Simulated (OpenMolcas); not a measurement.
# W⁵⁺ among point charges: CASSCF and CASPT2 levels and susceptibility

How does a field of 6 point charges split the states of W⁵⁺, and what χT follows?

Method: state-averaged CASSCF and CASPT2, spin-orbit coupling by RASSI with atomic mean-field integrals. Code: OpenMolcas 26.06.

**1. The atom as given**

* Species: W⁵⁺ (tungsten, Z = 74, 69 electrons)
* Basis: ANO-RCC-VDZP [7s6p4d2f1g], 68 functions
* Scalar Hamiltonian: DKH2, point nucleus
* Inactive shells: 1s 2s 2p 3s 3p 3d 4s 4p 4d 4f 5s 5p
* Active space: 1 electron in 5 orbitals (5d)
* Some configurations of this space: 5d
* Orbitals: optimised for each spin and parity, averaged over all roots

The outer shells:

5d
```
5d [↑ ][  ][  ][  ][  ]
```

The ion sits among 6 point charges of -1.1 e arranged as a trigonal antiprism (D3d), 1.92 Å from the ion, with a polar angle of 52.0° against the regular 54.74°.

The work runs as a chain of OpenMolcas steps in one folder; each step below is one input file. Labels, J, g values, rates, χT and fits are worked out afterwards by a script from the matrices that RASSI stores. The input lists half of the charges; inversion (Group=XYZ) makes the rest.

**2. Basis and integrals**

a.inp reads:

```
&GATEWAY
Coord
1

W 0.0 0.0 0.0
Basis=ANO-RCC-VDZP
Group=XYZ
NoMove
AngMom=0.0 0.0 0.0
AMFI
XField
3 Angstrom 0
0.000000 1.512957 1.182101 -1.100000
1.310259 -0.756478 1.182101 -1.100000
1.310259 0.756478 -1.182101 -1.100000
&SEWARD
```

Run with:

```sh
$ OMP_NUM_THREADS=1 MOLCAS_MEM=1689 MOLCAS_PROJECT=a pymolcas a.inp > a.log
```

**3. Reference wave functions, doublets of even parity, 5 roots**

a.inp reads:

```
&RASSCF
FileOrb=start.orb
Symmetry=1
Spin=2
nActEl=1 0 0
Inactive=15 19
Ras2=5 0
CIRoot=5 5 1
SDav=5
CIMx=300
Iter=120 100
PrWF=0.3
OrbListing=Nothing
MaxOrb=0
>>> COPY $Project.JobIph JOB001
```

start.orb holds the contracted functions of the basis, ordered by shell, or the orbitals of the step before.

**4. RASSI: spin-orbit coupling between the states**

a.inp reads:

```
&RASSI
NrOfJobIphs=1 5
1 2 3 4 5
IphNames
JOB001
EJob
SpinOrbit
DIPRint=1.0
SOCoupling=1000.0
Subsets=2
Property=9
'ANGMOM' 1 'ANGMOM' 2 'ANGMOM' 3 'MLTPL  1' 1 'MLTPL  1' 2 'MLTPL  1' 3
'AMFI' 1 'AMFI' 2 'AMFI' 3
SOProperty=3
'ANGMOM' 1 'ANGMOM' 2 'ANGMOM' 3
```

**5. CASPT2: IPEA 0.25, imaginary shift 0.1 (closed shells correlated: 4f 5s 5p)**

a.inp reads:

```
>>> COPY JOB001 $Project.JobIph
&CASPT2
Multistate=5 1 2 3 4 5
NoMult
Frozen=14 9
IPEA=0.25
Imaginary=0.1
MaxIter=60
WThr=0.0 0.3 0.05
PrWF=0.5
NoMix
```

(Steps that only read results are left out.)

Q: Predict the outcome of this session. Wanted: spin-free ground state; first state of the same spin within the active space; lowest level; next level.

As calculated:

| quantity | value |
| --- | --- |
| method | SS-CASPT2, IPEA 0.25, imaginary shift 0.1 (closed shells correlated: 4f 5s 5p) |
| spin-free ground state | 2E, 2-fold in its orbital part |
| first state of the same spin within the active space | 2A1 at 2250 cm⁻¹ |
| lowest level | 2-fold E3/2, g = 0.00, 0.00, 1.81 |
| next level | 2205.9 cm⁻¹ |
| χT at 300 K | 0.13 cm³ K/mol |
| effective moment at 300 K | 1.02 μB |

Cost by method:

```
                                                 method  time of its own steps  time with the reference
                                              A. CASSCF                  1.8 s                    1.8 s
B. SS-CASPT2, IPEA 0.25, imaginary shift 0.1, +4f 5s 5p                 0.92 s                    2.8 s
```

Times are of one thread on a shared host.

**Reading.** The spin-free ground state (2E) comes to 100 % from free-ion D terms and keeps the highest spin of the shell. χT at 300 K is 0.13, against 0.38 cm³ K/mol for the spin alone, so orbital moment lowers it. CASPT2 does not keep the components of a term degenerate, and the means are used. The field of point charges can differ much from that of real complexes. This is an electrostatic model: the charges have no orbitals.
